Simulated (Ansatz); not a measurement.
# H5SeSi: the cost of one run

All numbers below are computed with Ansatz 0.2.0 (UKS BHLYP-D4/def2-SVP).

### Step 1. The system as given

Bond lengths: Se2–H4 1.439 Å, Si3–H5 1.456 Å, Si3–H6 1.457 Å, Si3–H7 1.456 Å. Angles: H5–Si3–H6 113.3°, H5–Si3–H7 113.7°, H6–Si3–H7 113.2°.

Structure file:

```xyz
7

H    -0.4574   -0.2527    0.4993
Se   -1.0904   -0.9659    2.2511
Si    0.2072    0.4480   -1.1001
H     0.2986   -1.0008    2.6262
H    -0.7038   -0.0167   -2.1362
H     1.5498   -0.1041   -1.2238
H     0.1959    1.8922   -0.9163
```

### Step 2. Pulling towards end A

Springs on the bonds that form and break draw the guess towards this end; the thresholds are loose.

File input.yaml:

```yaml
crystal:
  periodic: [false, false, false]
  atoms:
    - { symbol: H, position_ang: [-0.4574, -0.2527, 0.4993] }
    - { symbol: Se, position_ang: [-1.0904, -0.9659, 2.2511] }
    - { symbol: Si, position_ang: [0.2072, 0.448, -1.1001] }
    - { symbol: H, position_ang: [0.2986, -1.0008, 2.6262] }
    - { symbol: H, position_ang: [-0.7038, -0.0167, -2.1362] }
    - { symbol: H, position_ang: [1.5498, -0.1041, -1.2238] }
    - { symbol: H, position_ang: [0.1959, 1.8922, -0.9163] }
magnetization:
  spin_polarized: true
  initial_magnetization: 1
basis:
  gaussian: { orbitals: def2-SVP }
hamiltonian:
  xc: { name: BHLYP }
  dispersion: d4
relax:
  f_tol: 0.15
  max_steps: 25
  restrain:
    - { distance: [0, 2], at: 2.72, k: 30.0 }
    - { distance: [1, 0], at: 1.51, k: 30.0 }
output:
  orbitals: {}
```

The run is started by

```
> ansatz run input.yaml --threads 2 --pin off --max-ram 3072MiB --backend cpu --events-out ev --progress --plain --runs-dir out
```

**Question.** How long does this run take on 2 threads of Arm Neoverse V1, shared host, and how much memory does it need?

About 16 s, with a peak of 0.19 GiB.
